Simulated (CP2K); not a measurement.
# PBE/SZV on GaN: a test of settings

Which settings matter? One reference run, then one change at a time; some changes are unwise on purpose.

The COD entry's cell or inner coordinates are ideal or old and differ from later refinements, so a difference from it is no clean test against experiment.

Computed with CP2K 2026.2 (PBE/SZV, atoms fixed, no spin polarisation, unless a step's input says otherwise).

### 1 The starting structure

Symmetry: P6_3mc, No. 186, hexagonal system. The conventional cell has a = 3.183 Å, b = 3.183 Å, c = 5.184 Å, α = 90.00°, β = 90.00°, γ = 120.00°. Ga (site symmetry 3m) is surrounded by 4 N at 1.95 Å. N (site symmetry 3m) is surrounded by 4 Ga at 1.95 Å.

Structure file:

```xyz
4
Lattice="3.1831 0.0000 0.0000 -1.5916 2.7567 0.0000 0.0000 0.0000 5.1836" Properties=species:S:1:pos:R:3 pbc="T T T"
Ga    0.0000    1.8378   -0.0046
Ga    1.5916    0.9189    2.5872
N     0.0000    1.8378    1.9485
N     1.5916    0.9189    4.5403
```

### 2 The reference run

A small atomic basis brings errors of its own in gap and pressure, and the grid adds noise to the pressure.

The input, run.inp:

```
&GLOBAL
 PROJECT run
 RUN_TYPE ENERGY_FORCE
 PRINT_LEVEL LOW
&END GLOBAL
&FORCE_EVAL
 METHOD QS
 STRESS_TENSOR ANALYTICAL
 &DFT
  BASIS_SET_FILE_NAME BASIS_MOLOPT
  POTENTIAL_FILE_NAME GTH_POTENTIALS
  &QS
   EXTRAPOLATION USE_GUESS
  &END QS
  &MGRID
   CUTOFF 500
   REL_CUTOFF 50
  &END MGRID
  &XC
   &XC_FUNCTIONAL PBE
   &END XC_FUNCTIONAL
  &END XC
  &KPOINTS
   SCHEME MONKHORST-PACK 5 5 5
   SYMMETRY F
   FULL_GRID F
  &END KPOINTS
  &SCF
   ADDED_MOS 10
   EPS_SCF 1e-6
   MAX_SCF 80
   &DIAGONALIZATION
   &END DIAGONALIZATION
   &MIXING
    METHOD BROYDEN_MIXING
    ALPHA 0.3
   &END MIXING
   &SMEAR
    METHOD FERMI_DIRAC
    ELECTRONIC_TEMPERATURE [K] 232
   &END SMEAR
   &PRINT
    &ITERATION_INFO
    &END ITERATION_INFO
   &END PRINT
  &END SCF
  &PRINT
   &BAND_STRUCTURE
    FILE_NAME bands.bs
    ADDED_MOS 6
    &KPOINT_SET
     UNITS B_VECTOR
     SPECIAL_POINT 0.00000000 0.00000000 0.00000000
     NPOINTS 0
    &END KPOINT_SET
    &KPOINT_SET
     UNITS B_VECTOR
     SPECIAL_POINT 0.50000000 0.00000000 0.00000000
     NPOINTS 0
    &END KPOINT_SET
    &KPOINT_SET
     UNITS B_VECTOR
     SPECIAL_POINT 0.33333333 0.33333333 0.00000000
     NPOINTS 0
    &END KPOINT_SET
    &KPOINT_SET
     UNITS B_VECTOR
     SPECIAL_POINT 0.00000000 0.00000000 0.50000000
     NPOINTS 0
    &END KPOINT_SET
    &KPOINT_SET
     UNITS B_VECTOR
     SPECIAL_POINT 0.50000000 0.00000000 0.50000000
     NPOINTS 0
    &END KPOINT_SET
    &KPOINT_SET
     UNITS B_VECTOR
     SPECIAL_POINT 0.33333333 0.33333333 0.50000000
     NPOINTS 0
    &END KPOINT_SET
   &END BAND_STRUCTURE
  &END PRINT
 &END DFT
 &SUBSYS
  &CELL
   A 3.18314959 0.00000000 0.00000000
   B -1.59157480 2.75668841 0.00000000
   C -0.00000000 0.00000000 5.18362563
  &END CELL
  &COORD
   SCALED
   Ga 0.33333333 0.66666667 -0.00088685
   Ga 0.66666667 0.33333333 0.49911315
   N 0.33333333 0.66666667 0.37588685
   N 0.66666667 0.33333333 0.87588685
  &END COORD
  &KIND Ga
   BASIS_SET SZV-MOLOPT-SR-GTH
   POTENTIAL GTH-PBE
  &END KIND
  &KIND N
   BASIS_SET SZV-MOLOPT-SR-GTH
   POTENTIAL GTH-PBE
  &END KIND
 &END SUBSYS
 &PRINT
  &STRESS_TENSOR
  &END STRESS_TENSOR
  &FORCES
  &END FORCES
 &END PRINT
&END FORCE_EVAL
```

Started as:

```console
cp2k.psmp -i run.inp
```

Standard output, cut to the lines that bear on the results:

```text
[...]
 CP2K| version string:                                       CP2K version 2026.2
[...]
                             - Atoms:                                          4
[...]
                             - Spherical basis functions:                     26
[...]
 Number of electrons:                                                         36
[...]
     1 NoMix/Diag. 0.30E+00    0.4     1.39167761      -169.0415847634 -1.69E+02
[...]
    10 Broy./Diag. 0.30E+00    0.6     0.00000038      -169.0299310699 -6.52E-06
  *** SCF run converged in    10 steps ***
[...]
  Overlap energy of the core charge distribution:               0.00000001143014
  Self energy of the core charge distribution:               -244.28907363779862
  Core Hamiltonian energy:                                     74.24467375395749
  Hartree energy:                                              26.76577743791445
  Exchange-correlation energy:                                -25.75130863544567
  Electronic entropic energy:                                  -0.00000000000000
  Fermi energy:                                                 0.28766218449950
  Total energy:                                              -169.02993106994225
  Total energy (extrapolated to T->0):                       -169.02993106994225
[...]
 ENERGY| Total FORCE_EVAL ( QS ) energy [hartree]           -169.029929836626479
 FORCES| Atomic forces [hartree/bohr]
 FORCES|   Atom     x               y               z               |f|
 FORCES|      1 -9.01836343E-06  4.18486875E-06  2.15552951E-03   2.15555244E-03
 FORCES|      2  9.01835911E-06 -4.20193804E-06  2.15550321E-03   2.15552618E-03
 FORCES|      3 -2.05387935E-05  1.18565830E-05 -3.27852325E-03   3.27860903E-03
 FORCES|      4  2.05387946E-05 -1.18395000E-05 -3.27854439E-03   3.27863010E-03
 FORCES| Sum    -3.17162091E-12  1.36906488E-11 -2.24603492E-03
 FORCES| Total atomic force                                       2.24603492E-03
 STRESS| Analytical stress tensor [bar]
 STRESS|                        x                   y                   z
 STRESS|      x        1.28063597899E+05  -4.85719657685E+02   1.26641130929E-06
 STRESS|      y       -4.85719657685E+02   1.27500322320E+05  -7.04939314911E-02
 STRESS|      z        1.26641130929E-06  -7.04939314911E-02   1.52798927760E+05
 STRESS| 1/3 Trace                                             1.36120949326E+05
 STRESS| Determinant                                           2.49488776490E+15
[...]
```

Run time: 7 s. Hardware: 2 threads of Arm Neoverse V2, shared host; peak memory 0.23 GiB.

Gap 2.06 eV; pressure 13.6 GPa.

### 3 Change: EPS_SCF = 1e-9

run.inp: that of step 2 with these lines changed.

```diff
@@ -29,3 +29,3 @@
    ADDED_MOS 10
-   EPS_SCF 1e-6
+   EPS_SCF 1e-9
    MAX_SCF 80
```

Started as:

```console
cp2k.psmp -i run.inp
```

Standard output, cut to the lines that bear on the results:

```text
[...]
 CP2K| version string:                                       CP2K version 2026.2
[...]
                             - Atoms:                                          4
[...]
                             - Spherical basis functions:                     26
[...]
 Number of electrons:                                                         36
[...]
     1 NoMix/Diag. 0.30E+00    0.4     1.39167761      -169.0415847634 -1.69E+02
[...]
    15 Broy./Diag. 0.30E+00    0.6     2.7848E-10      -169.0299298311  2.43E-08
  *** SCF run converged in    15 steps ***
[...]
  Overlap energy of the core charge distribution:               0.00000001143014
  Self energy of the core charge distribution:               -244.28907363779862
  Core Hamiltonian energy:                                     74.24467400024072
  Hartree energy:                                              26.76577836367573
  Exchange-correlation energy:                                -25.75130856862920
  Electronic entropic energy:                                  -0.00000000000000
  Fermi energy:                                                 0.28766223002640
  Total energy:                                              -169.02992983108123
  Total energy (extrapolated to T->0):                       -169.02992983108123
[...]
 ENERGY| Total FORCE_EVAL ( QS ) energy [hartree]           -169.029929836626593
 FORCES| Atomic forces [hartree/bohr]
 FORCES|   Atom     x               y               z               |f|
 FORCES|      1 -9.01902748E-06  4.18524673E-06  2.15548950E-03   2.15551243E-03
 FORCES|      2  9.01902316E-06 -4.20231224E-06  2.15546320E-03   2.15548617E-03
 FORCES|      3 -2.05392100E-05  1.18568182E-05 -3.27848305E-03   3.27856882E-03
 FORCES|      4  2.05392112E-05 -1.18397390E-05 -3.27850417E-03   3.27858989E-03
 FORCES| Sum    -3.17264386E-12  1.36880217E-11 -2.24603452E-03
 FORCES| Total atomic force                                       2.24603452E-03
[...]
```

It took 9.8 s on 2 threads of Arm Neoverse V2, shared host; peak memory 0.23 GiB.

Against the reference run the gap moves by 0.00 eV and the energy by 0.0 meV/atom.

### 4 Change: CUTOFF = 120

run.inp: that of step 3 with these lines changed.

```diff
@@ -15,3 +15,3 @@
   &MGRID
-   CUTOFF 500
+   CUTOFF 120
    REL_CUTOFF 50
@@ -29,3 +29,3 @@
    ADDED_MOS 10
-   EPS_SCF 1e-9
+   EPS_SCF 1e-6
    MAX_SCF 80
```

Started as:

```console
cp2k.psmp -i run.inp
```

Standard output, cut to the lines that bear on the results:

```text
[...]
 CP2K| version string:                                       CP2K version 2026.2
[...]
                             - Atoms:                                          4
[...]
                             - Spherical basis functions:                     26
[...]
 Number of electrons:                                                         36
[...]
     1 NoMix/Diag. 0.30E+00    0.3     1.39119501      -169.1303771594 -1.69E+02
[...]
    10 Broy./Diag. 0.30E+00    0.5     0.00000049      -169.1169949333 -7.49E-06
  *** SCF run converged in    10 steps ***
[...]
  Overlap energy of the core charge distribution:               0.00000001143014
  Self energy of the core charge distribution:               -244.28907363779862
  Core Hamiltonian energy:                                     74.23486273922988
  Hartree energy:                                              26.73172110241969
  Exchange-correlation energy:                                -25.79450514859348
  Electronic entropic energy:                                  -0.00000000000000
  Fermi energy:                                                 0.28687979407931
  Total energy:                                              -169.11699493331238
  Total energy (extrapolated to T->0):                       -169.11699493331238
[...]
 ENERGY| Total FORCE_EVAL ( QS ) energy [hartree]           -169.116995541599806
 FORCES| Atomic forces [hartree/bohr]
 FORCES|   Atom     x               y               z               |f|
 FORCES|      1 -1.84608702E-05  9.63427352E-06  4.30197378E-02   4.30197429E-02
 FORCES|      2  1.84599328E-05 -9.65043761E-06  4.30197440E-02   4.30197490E-02
 FORCES|      3 -3.98723374E-04  2.30201091E-04 -6.38705501E-03   6.40362745E-03
 FORCES|      4  3.98723285E-04 -2.30184397E-04 -6.38706081E-03   6.40363264E-03
 FORCES| Sum    -1.02629840E-09  5.29811005E-10  7.32653660E-02
 FORCES| Total atomic force                                       7.32653660E-02
[...]
```

Wall time 6.3 s (2 threads of Arm Neoverse V2, shared host); peak memory 0.17 GiB.

Against the reference run the gap moves by -0.02 eV and the energy by -592.3 meV/atom. The forces reach 2.2 eV/Å, against 0.17 before, so the run is unsound even where the gap looks unmoved.

### 5 Change: XC_FUNCTIONAL = BP

run.inp: that of step 4 with these lines changed.

```diff
@@ -15,3 +15,3 @@
   &MGRID
-   CUTOFF 120
+   CUTOFF 500
    REL_CUTOFF 50
@@ -19,3 +19,3 @@
   &XC
-   &XC_FUNCTIONAL PBE
+   &XC_FUNCTIONAL BP
    &END XC_FUNCTIONAL
```

Started as:

```console
cp2k.psmp -i run.inp
```

Standard output, cut to the lines that bear on the results:

```text
[...]
 CP2K| version string:                                       CP2K version 2026.2
[...]
                             - Atoms:                                          4
[...]
                             - Spherical basis functions:                     26
[...]
 Number of electrons:                                                         36
[...]
     1 NoMix/Diag. 0.30E+00    0.4     1.38949457      -169.2417610876 -1.69E+02
[...]
    10 Broy./Diag. 0.30E+00    0.5     0.00000036      -169.2283290997 -5.98E-06
  *** SCF run converged in    10 steps ***
[...]
  Overlap energy of the core charge distribution:               0.00000001143014
  Self energy of the core charge distribution:               -244.28907363779862
  Core Hamiltonian energy:                                     74.25135864779168
  Hartree energy:                                              26.76066386194266
  Exchange-correlation energy:                                -25.95127798306496
  Electronic entropic energy:                                  -0.00000000000000
  Fermi energy:                                                 0.28304576524071
  Total energy:                                              -169.22832909969912
  Total energy (extrapolated to T->0):                       -169.22832909969912
[...]
 ENERGY| Total FORCE_EVAL ( QS ) energy [hartree]           -169.228329319910159
 FORCES| Atomic forces [hartree/bohr]
 FORCES|   Atom     x               y               z               |f|
 FORCES|      1 -1.75980581E-05  9.14095652E-06  4.59120155E-03   4.59124438E-03
 FORCES|      2  1.75980622E-05 -9.15819991E-06  4.59121649E-03   4.59125935E-03
 FORCES|      3 -1.71671591E-05  9.91056881E-06 -2.38944816E-03   2.38953038E-03
 FORCES|      4  1.71671614E-05 -9.89359503E-06 -2.38948191E-03   2.38956406E-03
 FORCES| Sum     6.49082533E-12 -2.69604682E-10  4.40348797E-03
 FORCES| Total atomic force                                       4.40348797E-03
[...]
```

Wall time 7.2 s (2 threads of Arm Neoverse V2, shared host); peak memory 0.23 GiB.

Totals of another method or basis aren't compared here.

### 6 Change: REL_CUTOFF = 80

run.inp: that of step 5 with these lines changed.

```diff
@@ -16,6 +16,6 @@
    CUTOFF 500
-   REL_CUTOFF 50
+   REL_CUTOFF 80
   &END MGRID
   &XC
-   &XC_FUNCTIONAL BP
+   &XC_FUNCTIONAL PBE
    &END XC_FUNCTIONAL
```

Started as:

```console
cp2k.psmp -i run.inp
```

Standard output, cut to the lines that bear on the results:

```text
[...]
 CP2K| version string:                                       CP2K version 2026.2
[...]
                             - Atoms:                                          4
[...]
                             - Spherical basis functions:                     26
[...]
 Number of electrons:                                                         36
[...]
     1 NoMix/Diag. 0.30E+00    0.5     1.39167761      -169.0415847729 -1.69E+02
[...]
    10 Broy./Diag. 0.30E+00    0.7     0.00000038      -169.0299310769 -6.52E-06
  *** SCF run converged in    10 steps ***
[...]
  Overlap energy of the core charge distribution:               0.00000001143014
  Self energy of the core charge distribution:               -244.28907363779862
  Core Hamiltonian energy:                                     74.24467375826087
  Hartree energy:                                              26.76577744157634
  Exchange-correlation energy:                                -25.75130865035613
  Electronic entropic energy:                                  -0.00000000000000
  Fermi energy:                                                 0.28766218417884
  Total energy:                                              -169.02993107688741
  Total energy (extrapolated to T->0):                       -169.02993107688741
[...]
 ENERGY| Total FORCE_EVAL ( QS ) energy [hartree]           -169.029929843561604
 FORCES| Atomic forces [hartree/bohr]
 FORCES|   Atom     x               y               z               |f|
 FORCES|      1 -8.76641501E-06  4.03940625E-06  2.15556793E-03   2.15558954E-03
 FORCES|      2  8.76641234E-06 -4.05647650E-06  2.15557409E-03   2.15559573E-03
 FORCES|      3 -2.05449003E-05  1.18601088E-05 -3.27852980E-03   3.27861563E-03
 FORCES|      4  2.05449011E-05 -1.18430256E-05 -3.27853633E-03   3.27862209E-03
 FORCES| Sum    -1.82813741E-12  1.29133845E-11 -2.24592411E-03
 FORCES| Total atomic force                                       2.24592411E-03
[...]
```

It took 8.8 s on 2 threads of Arm Neoverse V2, shared host; peak memory 0.23 GiB.

Against the reference run the gap moves by 0.00 eV and the energy by 0.0 meV/atom.

### 7 Change: ALPHA = 0.05

run.inp: that of step 6 with these lines changed.

```diff
@@ -16,3 +16,3 @@
    CUTOFF 500
-   REL_CUTOFF 80
+   REL_CUTOFF 50
   &END MGRID
@@ -35,3 +35,3 @@
     METHOD BROYDEN_MIXING
-    ALPHA 0.3
+    ALPHA 0.05
    &END MIXING
```

Started as:

```console
cp2k.psmp -i run.inp
```

Standard output, cut to the lines that bear on the results:

```text
[...]
 CP2K| version string:                                       CP2K version 2026.2
[...]
                             - Atoms:                                          4
[...]
                             - Spherical basis functions:                     26
[...]
 Number of electrons:                                                         36
[...]
     1 NoMix/Diag. 0.50E-01    0.4     1.39167761      -169.0415847634 -1.69E+02
[...]
     9 Broy./Diag. 0.50E-01    0.6     0.00000054      -169.0295654859  2.50E-05
  *** SCF run converged in     9 steps ***
[...]
  Overlap energy of the core charge distribution:               0.00000001143014
  Self energy of the core charge distribution:               -244.28907363779862
  Core Hamiltonian energy:                                     74.24468905451178
  Hartree energy:                                              26.76603841968373
  Exchange-correlation energy:                                -25.75121933377655
  Electronic entropic energy:                                  -0.00000000000000
  Fermi energy:                                                 0.28765698598297
  Total energy:                                              -169.02956548594955
  Total energy (extrapolated to T->0):                       -169.02956548594955
[...]
 ENERGY| Total FORCE_EVAL ( QS ) energy [hartree]           -169.029929836447451
 FORCES| Atomic forces [hartree/bohr]
 FORCES|   Atom     x               y               z               |f|
 FORCES|      1 -9.04101394E-06  4.19778791E-06  2.15381614E-03   2.15383921E-03
 FORCES|      2  9.04100946E-06 -4.21473466E-06  2.15378751E-03   2.15381061E-03
 FORCES|      3 -2.05534962E-05  1.18649245E-05 -3.27680275E-03   3.27688869E-03
 FORCES|      4  2.05534976E-05 -1.18479642E-05 -3.27682301E-03   3.27690889E-03
 FORCES| Sum    -3.06282665E-12  1.35067918E-11 -2.24602211E-03
 FORCES| Total atomic force                                       2.24602211E-03
[...]
```

Run time: 6.6 s. Hardware: 2 threads of Arm Neoverse V2, shared host; peak memory 0.23 GiB.

Against the reference run the gap moves by 0.00 eV and the energy by 0.0 meV/atom.

### 8 Change: EPS_SCF = 1e-2

run.inp: that of step 7 with these lines changed.

```diff
@@ -29,3 +29,3 @@
    ADDED_MOS 10
-   EPS_SCF 1e-6
+   EPS_SCF 1e-2
    MAX_SCF 80
@@ -35,3 +35,3 @@
     METHOD BROYDEN_MIXING
-    ALPHA 0.05
+    ALPHA 0.3
    &END MIXING
```

Started as:

```console
cp2k.psmp -i run.inp
```

Standard output, cut to the lines that bear on the results:

```text
[...]
 CP2K| version string:                                       CP2K version 2026.2
[...]
                             - Atoms:                                          4
[...]
                             - Spherical basis functions:                     26
[...]
 Number of electrons:                                                         36
[...]
     1 NoMix/Diag. 0.30E+00    0.4     1.39167761      -169.0415847634 -1.69E+02
[...]
     4 Broy./Diag. 0.30E+00    0.6     0.00272985      -169.0531369257 -1.84E-01
  *** SCF run converged in     4 steps ***
[...]
  Overlap energy of the core charge distribution:               0.00000001143014
  Self energy of the core charge distribution:               -244.28907363779862
  Core Hamiltonian energy:                                     74.24011388207111
  Hartree energy:                                              26.74623381609202
  Exchange-correlation energy:                                -25.75041099746175
  Electronic entropic energy:                                  -0.00000000000000
  Fermi energy:                                                 0.28723916969874
  Total energy:                                              -169.05313692566710
  Total energy (extrapolated to T->0):                       -169.05313692566710
[...]
 ENERGY| Total FORCE_EVAL ( QS ) energy [hartree]           -169.029917337027143
 FORCES| Atomic forces [hartree/bohr]
 FORCES|   Atom     x               y               z               |f|
 FORCES|      1 -8.99713980E-06  4.17751684E-06  2.12022707E-03   2.12025027E-03
 FORCES|      2  8.99713550E-06 -4.19469022E-06  2.12020131E-03   2.12022454E-03
 FORCES|      3 -2.05438755E-05  1.18598985E-05 -3.24334659E-03   3.24343334E-03
 FORCES|      4  2.05438766E-05 -1.18427114E-05 -3.24336828E-03   3.24345496E-03
 FORCES| Sum    -3.19387776E-12  1.37450453E-11 -2.24628649E-03
 FORCES| Total atomic force                                       2.24628649E-03
[...]
```

Wall time 3.7 s (2 threads of Arm Neoverse V2, shared host); peak memory 0.23 GiB.

Against the reference run the gap moves by +0.01 eV and the energy by +0.1 meV/atom.

### 9 Results

| change | ends | gap (eV) | energy (meV/atom) | pressure (GPa) | time |
| --- | --- | --- | --- | --- | --- |
| none | converged | 2.06 | 0 | 13.6 | 7 s |
| EPS_SCF = 1e-9 | converged | 0.00 | 0.0 | 0.0 | 9.8 s |
| CUTOFF = 120 | converged | -0.02 | -592.3 | +26.9 | 6.3 s |
| XC_FUNCTIONAL = BP | converged | -0.01 | – | +0.7 | 7.2 s |
| REL_CUTOFF = 80 | converged | 0.00 | 0.0 | 0.0 | 8.8 s |
| ALPHA = 0.05 | converged | 0.00 | 0.0 | 0.0 | 6.6 s |
| EPS_SCF = 1e-2 | converged | +0.01 | +0.1 | -0.1 | 3.7 s |

The first row holds values, the others changes from it. Keys are the program's: temperature in eV (tblite) or K (CP2K), cutoffs in Ry, CUTOFP in Å. Among the numerical settings, CUTOFF = 120 moves the energy most (-592.3 meV/atom). The changed runs test settings; they are no properties of the crystal.
